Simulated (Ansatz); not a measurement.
The system is In3As.

```
CELL_PARAMETERS angstrom
4.67168 0.00000 0.00000
0.00000 4.67168 0.00000
0.00000 0.00000 4.67168
ATOMIC_POSITIONS crystal
In 0.50000 0.50000 0.00000
In 0.50000 0.00000 0.50000
In 0.00000 0.50000 0.50000
As 0.00000 0.00000 0.00000
```

The cell comes from a database or a generator and needn't be the stable form of this composition.

| Quantity | Value |
| --- | --- |
| Program | Ansatz 0.2.0 |
| Task | relaxation of cell and atoms |
| Functional | PBEsol |
| Potentials or basis | Ansatz PAW |
| Cutoff | 420 eV (not typed: the program's choice for these potentials) |
| k mesh | 6 × 6 × 6 |
| Occupations | fermi-dirac, width 0.05 eV |
| Spin | no spin polarisation |

At the start: volume 25.49 Å³/atom.

Q: How do energy, volume and symmetry change on relaxing?

A: It ends after 4 steps and the volume is 24.15 Å³/atom (-5.3 %); space group Pm-3m (No. 221, to 0.05 Å).

Step by step:
| step | energy change (eV) | largest force (eV/Å) | volume (Å³) |
| --- | --- | --- | --- |
| 1 | 0.0000 | 0.0000 | 101.96 |
| 2 | -0.0435 | 0.0000 | 95.96 |
| 3 | -0.0438 | 0.0000 | 96.59 |
| 4 | -0.0426 | 0.0000 | 96.59 |

Final structure:
```yaml
crystal:
  lattice:
    - [4.58824, 0.00000, 0.00000]
    - [0.00000, 4.58824, 0.00000]
    - [0.00000, 0.00000, 4.58824]
  atoms:
    - { symbol: In, position: [0.50000, 0.50000, 0.00000] }
    - { symbol: In, position: [0.50000, 0.00000, 0.50000] }
    - { symbol: In, position: [0.00000, 0.50000, 0.50000] }
    - { symbol: As, position: [0.00000, 0.00000, 0.00000] }
```

Caveat: the plane-wave basis is chosen anew once the cell has moved, so the energies of steps on either side of that aren't comparable; the PAW data sets come from PBE, with cores solved anew for the run's functional, which leaves a small shift of forces and pressure.
